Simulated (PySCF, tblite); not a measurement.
# Ge2H7NS, a small molecule taken as a stand-in for a surface group (germanium nitride N site): NMR shifts, core binding energies and electronic excitations

Aim: the NMR shifts, core binding energies and electronic excitations of `S[N]([GeH3])[GeH3]`.

Programs: tblite 0.8.0 and PySCF 2.14.0. All values are calculated, for the isolated system unless a continuum is named. Atoms count from 0, parts from 1.

## (1) Starting point

11 atoms, charge 0, multiplicity 1; geometry: distance geometry start.

## (2) Relaxing the cluster with GFN2-xTB

Job settings and geometry (Å):

```
{"job": {"kind": "relax", "xc": "GFN2-xTB", "basis": "xTB"}, "charge": 0, "multiplicity": 1}
Ge    -0.276496    -0.947485     1.616118
N     -0.270716     0.131462     0.052263
Ge     1.382408     0.240565    -0.893301
S     -1.721903     0.090096    -0.941528
H     -1.663677    -0.978456     2.225686
H      0.162127    -2.340267     1.248229
H      0.697413    -0.359298     2.635934
H      2.537662     0.082343     0.058647
H      1.487043     1.599173    -1.609299
H      1.429446    -0.841991    -1.938964
H     -2.574326    -0.965911    -1.001880
```

Method: GFN2-xTB geometry optimisation, gas phase.

Run with:

```
> OMP_NUM_THREADS=1 python cluster_run.py task.json out
```

One launch serves the whole session: the jobs run in the order shown.

Output:

```text
step      E/eV     max force
  0    -368.46085    1.744
  1    -368.55502    1.179
  2    -368.70879    1.290
  3    -368.76061    1.267
  4    -368.91222    0.901
  5    -368.95052    0.484
  6    -368.97136    0.415
  7    -368.98574    0.410
  8    -369.00930    0.455
  9    -369.02590    0.386
 10    -369.03683    0.287
 11    -369.04298    0.225
 12    -369.04850    0.240
 13    -369.05331    0.218
 14    -369.05873    0.186
 15    -369.06381    0.218
 16    -369.06920    0.254
 17    -369.07631    0.309
 18    -369.08305    0.298
 19    -369.08736    0.179
 20    -369.09104    0.167
 21    -369.09494    0.240
 22    -369.09956    0.236
 23    -369.10543    0.247
 24    -369.11146    0.298
 25    -369.11689    0.229
 26    -369.12119    0.252
 27    -369.12568    0.216
 28    -369.12955    0.174
 29    -369.13216    0.174
 30    -369.13562    0.202
 31    -369.14003    0.184
 32    -369.14533    0.190
 33    -369.14903    0.134
 34    -369.15054    0.140
 35    -369.15134    0.070
 36    -369.15182    0.066
 37    -369.15309    0.088
 38    -369.15405    0.105
 39    -369.15506    0.079
 40    -369.15549    0.061
 41    -369.15572    0.056
 42    -369.15601    0.060
 43    -369.15646    0.084
 44    -369.15696    0.075
 45    -369.15735    0.057
 46    -369.15758    0.054
 47    -369.15781    0.052
 48    -369.15833    0.098
 49    -369.15930    0.144
 50    -369.16071    0.152
 51    -369.16193    0.098
 52    -369.16271    0.059
 53    -369.16336    0.089
 54    -369.16439    0.131
 55    -369.16610    0.189
 56    -369.16838    0.190
 57    -369.17030    0.104
 58    -369.17110    0.070
 59    -369.17138    0.064
 60    -369.17169    0.069
 61    -369.17214    0.086
 62    -369.17282    0.070
 63    -369.17377    0.062
 64    -369.17428    0.063
 65    -369.17480    0.061
 66    -369.17530    0.062
 67    -369.17595    0.063
 68    -369.17690    0.082
 69    -369.17840    0.108
 70    -369.18038    0.141
 71    -369.18268    0.129
 72    -369.18490    0.121
 73    -369.18610    0.127
 74    -369.18569    0.202
 75    -369.18805    0.111
 76    -369.18878    0.064
 77    -369.18990    0.055
 78    -369.19125    0.103
 79    -369.19228    0.115
 80    -369.19321    0.084
 81    -369.19376    0.044
 82    -369.19407    0.045
 83    -369.19428    0.041
 84    -369.19443    0.030
 85    -369.19468    0.032
 86    -369.19488    0.039
 87    -369.19524    0.052
 88    -369.19555    0.052
 89    -369.19594    0.047
 90    -369.19644    0.061
 91    -369.19721    0.074
 92    -369.19825    0.079
 93    -369.19893    0.082
 94    -369.19907    0.136
 95    -369.20100    0.097
 96    -369.20218    0.062
 97    -369.20387    0.075
 98    -369.20631    0.131
 99    -369.20761    0.114
100    -369.20922    0.088
101    -369.21061    0.062
102    -369.21110    0.054
103    -369.21143    0.046
104    -369.21171    0.035
105    -369.21187    0.032
106    -369.21212    0.031
107    -369.21228    0.032
108    -369.21247    0.035
109    -369.21266    0.046
110    -369.21286    0.051
111    -369.21305    0.046
112    -369.21325    0.037
113    -369.21350    0.037
114    -369.21380    0.048
115    -369.21416    0.059
116    -369.21456    0.058
117    -369.21499    0.054
118    -369.21548    0.056
119    -369.21603    0.074
120    -369.21669    0.072
121    -369.21740    0.059
122    -369.21803    0.061
123    -369.21852    0.063
124    -369.21899    0.061
125    -369.21927    0.036
126    -369.21947    0.033
127    -369.21971    0.057
128    -369.21999    0.067
129    -369.22037    0.057
130    -369.22070    0.042
131    -369.22090    0.037
132    -369.22099    0.031
133    -369.22106    0.027
134    -369.22112    0.018
135    -369.22119    0.020
136    -369.22128    0.023
137    -369.22137    0.025
138    -369.22146    0.027
139    -369.22156    0.024
140    -369.22166    0.033
141    -369.22177    0.036
142    -369.22185    0.027
143    -369.22190    0.011
144    -369.22192    0.008
```

It took 2 s on 1 thread of Arm Neoverse V1, shared host.

Step by step:

```
step  energy from step 0 (eV)  largest force (eV/Å)
   0                   0.0000                1.7442
   6                  -0.5105                0.4147
  12                  -0.5876                0.2402
  18                  -0.6222                0.2987
  24                  -0.6506                0.2981
  30                  -0.6748                0.2021
  36                  -0.6910                0.0662
  42                  -0.6952                0.0606
  48                  -0.6975                0.0985
  54                  -0.7035                0.1311
  60                  -0.7108                0.0690
  66                  -0.7144                0.0619
  72                  -0.7241                0.1207
  78                  -0.7304                0.1031
  84                  -0.7336                0.0301
  90                  -0.7356                0.0608
  96                  -0.7413                0.0625
 102                  -0.7502                0.0541
 108                  -0.7516                0.0357
 114                  -0.7529                0.0475
 120                  -0.7558                0.0717
 126                  -0.7586                0.0335
 132                  -0.7601                0.0302
 138                  -0.7606                0.0275
 144                  -0.7611                0.0081
```

Close pairs (by a distance rule), those that changed most:

```
  bond  before (Å)  after (Å)  change (Å)
N1–Ge2       1.908      1.835      -0.072
Ge0–N1       1.900      1.835      -0.065
Ge2–H8       1.539      1.499      -0.040
Ge0–H6       1.528      1.497      -0.031
 N1–S3       1.759      1.729      -0.030
Ge0–H4       1.516      1.499      -0.016
S3–H10       1.358      1.343      -0.015
Ge0–H5       1.506      1.496      -0.009
```

## (3) Geometry optimisation at PBE0-D3(BJ)/def2-SVP

Job settings and geometry (Å):

```
{"job": {"xc": "PBE0", "basis": "def2-SVP", "d3": "d3bj", "grid": 2, "kind": "geom", "shake": 0.01}, "charge": 0, "multiplicity": 1}
Ge    -0.438126    -0.528498     1.592077
N     -0.152921    -0.226558    -0.201172
Ge     1.130989     0.775782    -1.033688
S     -1.615203    -0.042607    -1.042614
H     -1.225958     0.634216     2.172441
H     -1.293234    -1.742257     1.622015
H      0.888729    -0.671807     2.238761
H      2.432103     0.565153    -0.260527
H      0.768958     2.233274    -1.043322
H      1.202301     0.225743    -2.405994
H     -1.664951    -1.250938    -1.627679
```

Output:

```text
step   0  E = -4609.71355415  max force = 0.020822
step   1  E = -4609.72059120  max force = 0.004425
step   2  E = -4609.72105897  max force = 0.003691
step   3  E = -4609.72127873  max force = 0.002644
step   4  E = -4609.72157296  max force = 0.002232
step   5  E = -4609.72183157  max force = 0.001774
step   6  E = -4609.72203038  max force = 0.001115
step   7  E = -4609.72216209  max force = 0.001675
step   8  E = -4609.72228997  max force = 0.001394
step   9  E = -4609.72238571  max force = 0.000923
step  10  E = -4609.72245607  max force = 0.001131
step  11  E = -4609.72248533  max force = 0.000801
step  12  E = -4609.72248808  max force = 0.000353
optimisation converged
```

Run time: 3.2 min. Hardware: 1 thread of Arm Neoverse V1, shared host; peak memory 0.7 GiB.

The steps of the relaxation:

```
step  energy from step 0 (eV)  largest force component (eV/Å)
   0                   0.0000                          1.0707
   1                  -0.1915                          0.2275
   2                  -0.2042                          0.1898
   3                  -0.2102                          0.1360
   4                  -0.2182                          0.1148
   5                  -0.2252                          0.0912
   6                  -0.2306                          0.0573
   7                  -0.2342                          0.0861
   8                  -0.2377                          0.0717
   9                  -0.2403                          0.0475
  10                  -0.2422                          0.0582
  11                  -0.2430                          0.0412
  12                  -0.2431                          0.0182
```

Distances of close pairs at the start and the end, largest changes first:

```
  bond  before (Å)  after (Å)  change (Å)
Ge2–H9       1.480      1.543      +0.063
Ge0–H5       1.485      1.543      +0.058
Ge0–H6       1.483      1.540      +0.057
Ge2–H8       1.502      1.538      +0.036
S3–H10       1.343      1.364      +0.021
N1–Ge2       1.829      1.850      +0.020
Ge0–H4       1.520      1.538      +0.018
 N1–S3       1.697      1.710      +0.012
```

The final coordinates are the input of the step that follows.

```
                         at the end point                value
  point group (found at 0.08 Å tolerance)                   Cs
rotational constants (GHz, main isotopes)  2.652, 1.140, 0.819
                        dipole moment (D)                 1.05
```

## (4) Shielding tensors: PBE0/pcSseg-2

Job settings and geometry (Å):

```
{"job": {"kind": "nmr", "xc": "PBE0", "basis": "pcSseg-2"}, "charge": 0, "multiplicity": 1}
Ge    -0.447614    -0.562066     1.562796
N     -0.352178     0.201672    -0.119367
Ge     1.167473     0.718900    -1.038386
S     -1.821242     0.285401    -0.989710
H     -1.509999     0.185874     2.385922
H     -0.842307    -2.048570     1.434806
H      0.948944    -0.430051     2.197831
H      2.336259     0.674808    -0.036768
H      0.953940     2.139691    -1.587319
H      1.423215    -0.255840    -2.207303
H     -1.824114    -0.938278    -1.592409
```

Method: GIAO PBE0/pcSseg-2 NMR shielding, non-relativistic, gas phase.

Output:

```text
coarse grid: 43576 points
cycle   1  E = -4610.4311098759  dE = -1.246e+00  |g| = 1.439e+00  |ddm| = 2.422e+00
cycle   2  E = -4610.3387015657  dE =  9.241e-02  |g| = 1.661e+00  |ddm| = 7.943e-01
cycle   3  E = -4610.5208746441  dE = -1.822e-01  |g| = 2.322e-01  |ddm| = 5.575e-01
cycle   4  E = -4610.5261359166  dE = -5.261e-03  |g| = 1.523e-01  |ddm| = 2.097e-01
cycle   5  E = -4610.5308419203  dE = -4.706e-03  |g| = 8.205e-03  |ddm| = 9.429e-02
cycle   6  E = -4610.5308544360  dE = -1.252e-05  |g| = 2.244e-03  |ddm| = 6.986e-03
cycle   7  E = -4610.5308555665  dE = -1.130e-06  |g| = 4.113e-04  |ddm| = 2.143e-03
final grid: 86424 points
cycle   8  E = -4610.5308302581  dE = -8.071e-08  |g| = 4.508e-04  |ddm| = 2.188e-03
cycle   9  E = -4610.5308302516  dE =  6.541e-09  |g| = 4.922e-04  |ddm| = 9.402e-04
cycle  10  E = -4610.5308303123  dE = -6.073e-08  |g| = 3.810e-05  |ddm| = 4.703e-04
cycle  11  E = -4610.5308303125  dE = -1.655e-10  |g| = 9.908e-06  |ddm| = 2.233e-05
converged SCF energy = -4610.5308303125

GIAO shielding tensors (ppm)
atom      isotropic    diamagn.    paramagn.     s11        s22        s33       span
  0 Ge    1425.966    2755.690   -1329.724   1296.574   1337.265   1644.059    347.485
  1 N      288.819     312.577     -23.757    264.156    288.972    313.330     49.174
  2 Ge    1425.984    2755.689   -1329.705   1296.536   1337.369   1644.048    347.513
  3 S      331.093    1053.314    -722.221     70.915    196.518    725.846    654.931
  4 H       26.424      28.216      -1.792     20.013     22.294     36.965     16.953
  5 H       26.484      28.776      -2.292     20.153     22.466     36.834     16.681
  6 H       26.281      29.261      -2.980     18.860     23.261     36.723     17.863
  7 H       26.282      29.260      -2.978     18.861     23.264     36.722     17.861
  8 H       26.425      28.215      -1.790     20.014     22.295     36.966     16.952
  9 H       26.483      28.776      -2.294     20.150     22.463     36.835     16.684
 10 H       25.928      29.969      -4.041     20.001     22.996     34.786     14.785
```

Run time: 78 s. Hardware: 1 thread of Arm Neoverse V1, shared host; peak memory 1.3 GiB.

The references, computed at this level on geometries of the same kind, shield at (ppm): $^{1}$H TMS 31.25, $^{15}$N NH3 261.7, $^{33}$S CS2 503, $^{73}$Ge GeMe4 1337. Their shielding less the atom's gives the shift. The references are single molecules in the gas phase, so shifts against H2O, NH3, PH3, H3PO4 or CFCl3 are not on the usual liquid scales and can be off by tens of ppm. Atoms listed in one row are averaged.

```
   atoms                          environment  σ (ppm)  δ (ppm)
     H10     hydrogen on a sulfur bonded to N    25.93     5.32
  H6, H7  hydrogen on a germanium bonded to N    26.28     4.96
  H4, H8  hydrogen on a germanium bonded to N    26.42     4.82
  H5, H9  hydrogen on a germanium bonded to N    26.48     4.76
Ge0, Ge2           germanium bonded to N, 3 H     1426      -89
      N1           nitrogen bonded to 2 Ge, S    288.8    -27.1
      S3                sulfur bonded to N, H      331      172
```

Charges from the same density, by scheme (e):

```
   atoms  Mulliken    IAO  Hirshfeld  ESP fit
Ge0, Ge2      0.49   0.61       0.34     0.24
      N1     -0.60  -0.83      -0.30    -0.13
      S3      0.00   0.11       0.01    -0.22
```

Mayer bond orders: Ge0–N1 0.92, N1–Ge2 0.92, N1–S3 0.91.

## (5) Core-electron binding energies: SCAN, X2C

Settings changed since step 4:

```diff
@@ -1,2 +1,2 @@
-{"job": {"kind": "nmr", "xc": "PBE0", "basis": "pcSseg-2"}, "charge": 0, "multiplicity": 1}
+{"job": {"kind": "xps", "holes": 5}, "charge": 0, "multiplicity": 1}
 Ge    -0.447614    -0.562066     1.562796
```

With the program's defaults for keys left out, this is: delta-SCF UKS SCAN, pcX-2 on the ionised atom, pcseg-1 elsewhere, spin-free X2C.

Output:

```text
ground state, core basis on atom 1 (N), 152 functions
  cycle   1  E = -4645.99913494  |g| = 4.17e-01
  cycle   2  E = -4645.87685211  |g| = 8.37e-01
  cycle   3  E = -4646.03370729  |g| = 1.35e-01
  cycle   4  E = -4646.03803897  |g| = 3.29e-02
  cycle   5  E = -4646.03834668  |g| = 1.05e-02
  cycle   6  E = -4646.03838062  |g| = 2.85e-03
  cycle   7  E = -4646.03838386  |g| = 5.56e-04
  cycle   8  E = -4646.03837997  |g| = 1.24e-04
  E(ground) = -4646.31809787 Eh
hole in N 1s of atom 1
  cycle   1  E = -4630.43442098  |g| = 1.88e+00
  cycle   2  E = -4629.01123135  |g| = 2.48e+00
  cycle   3  E = -4631.03896524  |g| = 5.74e-01
  cycle   4  E = -4631.14822758  |g| = 2.48e-01
  cycle   5  E = -4631.17999401  |g| = 3.75e-02
  cycle   6  E = -4631.18088446  |g| = 7.93e-03
  cycle   7  E = -4631.18092292  |g| = 3.00e-03
  cycle   8  E = -4631.18093084  |g| = 1.29e-03
  cycle   9  E = -4631.18093335  |g| = 4.65e-04
  E(ion) = -4631.46116405 Eh   <S^2> = 0.7725   hole on atom = 1.000   binding energy = 404.278 eV
ground state, core basis on atom 3 (S), 163 functions
  cycle   1  E = -4646.17362760  |g| = 4.07e-01
  cycle   2  E = -4646.17372230  |g| = 3.63e-02
  cycle   3  E = -4646.17337278  |g| = 4.81e-02
  cycle   4  E = -4646.17387975  |g| = 1.73e-02
  cycle   5  E = -4646.17393771  |g| = 4.05e-03
  cycle   6  E = -4646.17394667  |g| = 5.22e-04
  cycle   7  E = -4646.17394635  |g| = 8.62e-05
  E(ground) = -4646.44014278 Eh
hole in S 2p of atom 3
  cycle   1  E = -4639.47480429  |g| = 1.53e+00
  cycle   2  E = -4638.25995783  |g| = 1.75e+00
  cycle   3  E = -4639.70602775  |g| = 5.37e-01
  cycle   4  E = -4639.90832882  |g| = 1.01e-01
  cycle   5  E = -4639.91224960  |g| = 4.91e-02
  cycle   6  E = -4639.91369184  |g| = 2.08e-02
  cycle   7  E = -4639.91376342  |g| = 1.54e-02
  cycle   8  E = -4639.91388399  |g| = 2.46e-03
  cycle   9  E = -4639.91389118  |g| = 8.96e-04
  cycle  10  E = -4639.91389279  |g| = 5.38e-04
  cycle  11  E = -4639.91389167  |g| = 1.89e-04
  E(ion) = -4640.18686236 Eh   <S^2> = 0.7531   hole on atom = 1.001   binding energy = 170.160 eV
  2p3/2 = 169.992 eV   2p1/2 = 171.267 eV
```

Run time: 17 s. Hardware: 1 thread of Arm Neoverse V1, shared host; peak memory 0.49 GiB.

Binding energies by hole, beside the orbital energy of the ground state; the difference holds orbital relaxation and, for a density functional, its self-interaction error:

```
     hole  stands for                 environment  ΔSCF (eV; 2p as the shell's mean)  −ε (eV)   ⟨S²⟩
N1s on N1          N1  nitrogen bonded to 2 Ge, S                             404.28    386.4  0.773
S2p on S3          S3       sulfur bonded to N, H                             170.42    158.7  0.753
```

With the spin-orbit splitting: S3 2p3/2 169.99, 2p1/2 171.27 eV. The table gives each 2p level as the mean over the whole 2p shell (two parts 2p3/2, one part 2p1/2), which differs a little from the single hole in the log.

## (6) TDDFT and polarisability: CAM-B3LYP/def2-SVPD

Settings changed since step 5:

```diff
@@ -1,2 +1,2 @@
-{"job": {"kind": "xps", "holes": 5}, "charge": 0, "multiplicity": 1}
+{"job": {"kind": "uv", "xc": "CAM-B3LYP", "basis": "def2-SVPD", "nstates": 6, "ntriplets": 2, "ip": true}, "charge": 0, "multiplicity": 1}
 Ge    -0.447614    -0.562066     1.562796
```

Level: TDDFT CAM-B3LYP/def2-SVPD, vertical, gas phase, core orbitals frozen in the response.

Output:

```text
coarse grid: 43576 points
cycle   1  E = -4610.6269809516  dE = -1.125e+00  |g| = 6.042e-01  |ddm| = 3.695e+00
cycle   2  E = -4610.6250619819  dE =  1.919e-03  |g| = 6.482e-01  |ddm| = 1.049e+00
cycle   3  E = -4610.6756496238  dE = -5.059e-02  |g| = 8.671e-02  |ddm| = 5.760e-01
cycle   4  E = -4610.6771837028  dE = -1.534e-03  |g| = 3.301e-02  |ddm| = 1.105e-01
cycle   5  E = -4610.6774194815  dE = -2.358e-04  |g| = 4.332e-03  |ddm| = 4.098e-02
cycle   6  E = -4610.6774257209  dE = -6.239e-06  |g| = 7.329e-04  |ddm| = 8.893e-03
final grid: 86424 points
cycle   7  E = -4610.6773902981  dE = -2.059e-07  |g| = 4.793e-04  |ddm| = 2.844e-03
cycle   8  E = -4610.6773903008  dE = -2.640e-09  |g| = 5.540e-04  |ddm| = 1.166e-03
cycle   9  E = -4610.6773903655  dE = -6.477e-08  |g| = 1.104e-04  |ddm| = 5.509e-04
cycle  10  E = -4610.6773903687  dE = -3.130e-09  |g| = 2.013e-05  |ddm| = 1.415e-04
cycle  11  E = -4610.6773903689  dE = -2.447e-10  |g| = 1.076e-05  |ddm| = 5.941e-05
converged SCF energy = -4610.6773903689

Static polarisability (au): isotropic 91.175, principal 78.710 97.237 97.578

Singlet excitations
state   eV       nm        f      main configurations
  1   5.0303    246.5   0.00450   H->L 0.81
  2   5.4218    228.7   0.00573   H-1->L 0.92
  3   5.8693    211.2   0.03920   H->L+1 0.67, H->L+2 0.20
  4   6.3104    196.5   0.06721   H-1->L+1 0.89
  5   6.5376    189.6   0.00017   H->L+2 0.60, H->L+4 0.15, H->L 0.09
  6   6.6249    187.1   0.00852   H-1->L+2 0.72, H-1->L+4 0.12

Triplet excitations (Tamm-Dancoff, eV): 4.4473 4.8382
Vertical ionisation energy (delta-SCF) = 9.0245 eV
```

It took 2 min on 1 thread of Arm Neoverse V1, shared host; peak memory 0.97 GiB.

Frontier orbitals and where they lie:

```
orbital      eV                        atoms
 HOMO−3  -10.96  S3 27 %, Ge0 14 %, Ge2 13 %
 HOMO−2  -10.82  Ge2 21 %, Ge0 21 %, H7 12 %
 HOMO−1   -8.51    N1 54 %, S3 13 %, Ge2 7 %
   HOMO   -8.26    S3 68 %, N1 15 %, H10 6 %
   LUMO    0.38  S3 28 %, Ge0 15 %, Ge2 15 %
 LUMO+1    0.60  Ge0 24 %, Ge2 24 %, S3 17 %
 LUMO+2    1.24  S3 48 %, Ge0 11 %, Ge2 11 %
```

With each of the 6 states as a Gaussian band of 0.4 eV half-width at 1/e, the curve within the window shown has maxima at 199 nm (ε 3,500) L/(mol cm). Beyond the last state computed it falls off for lack of states. The curve at chosen wavelengths:

(nm, ε (L/mol/cm)): (179, 458), (183, 1027), (187, 1839), (191, 2683), (195, 3271), (199, 3455), (203, 3294), (207, 2936), (211, 2496), (215, 2030), (219, 1581), (223, 1187), (227, 877), (231, 654), (235, 506), (239, 408), (243, 339), (247, 283), (251, 234), (255, 188), (259, 145), (263, 108), (267, 77), (271, 52), (275, 34), (279, 22)

Further results of this job:

```
           property  computed
  dipole moment (D)      1.20
polarisability (Å³)     13.51
 HOMO–LUMO gap (eV)      8.64
      −ε(HOMO) (eV)      8.26
```

## (7) Outcome

| quantity | value |
| --- | --- |
| point group | Cs |
| rotational constants (main isotopes) | 2.65, 1.14, 0.82 GHz |
| $^{1}$H shifts against TMS (PBE0/pcSseg-2, means over atoms taken as alike) | 5.32, 4.96, 4.82, 4.76 ppm |
| $^{73}$Ge shifts against GeMe4 (PBE0/pcSseg-2, means over atoms taken as alike) | -89 ppm |
| $^{15}$N shifts against NH3 (PBE0/pcSseg-2) | -27.1 ppm |
| $^{33}$S shifts against CS2 (PBE0/pcSseg-2) | 172 ppm |
| N1s binding energies, SCAN/pcX-2 | N1 404.28 eV |
| S2p binding energies, SCAN/pcX-2 | S3 170.42 eV |
| lowest singlet (CAM-B3LYP/def2-SVPD) | 5.03 eV (246 nm), f = 0.004 |
| brightest single state of those computed | state 4, 6.31 eV, f = 0.067 |
| lowest triplet | 4.45 eV |
| vertical ionisation energy (ΔSCF) | 9.02 eV |

What this shows: The start of the PBE0/def2-SVP relaxation was shaken at random by about 0.01 Å, so part of the energy gained, and of the first lengths quoted, undoes that. Over 12 steps the energy fell by 0.243 eV; of the close pairs, Ge2–H9 changed most, 1.480 to 1.543 Å (PBE0/def2-SVP). Hydrogens of an XH3 group are listed apart at this fixed geometry; free rotation makes them one line at their mean. At PBE0/pcSseg-2: The largest span, 655 ppm, is at S3, where the paramagnetic term is -722 ppm. The first singlet state (HOMO→LUMO 0.81) lies at 5.03 eV and is weak; of the 6 states computed, the strongest absorption comes from state 4 at 6.31 eV. The lowest triplet lies 0.58 eV below the lowest singlet (triplets in Tamm-Dancoff, singlets in full TDDFT). The orbital energy would give 8.26 eV for ionisation, ΔSCF gives 9.02 eV. In this run the hole sits in HOMO−1, not in the HOMO; of the holes tried it gave the lowest energy. Spin-orbit coupling is left out, which matters for shieldings and couplings at and beside the heavy atoms. A capped cluster stands for the solid here, so long-range fields and strain are missing, and bands or shifts of the capping hydrogens have no counterpart in it.
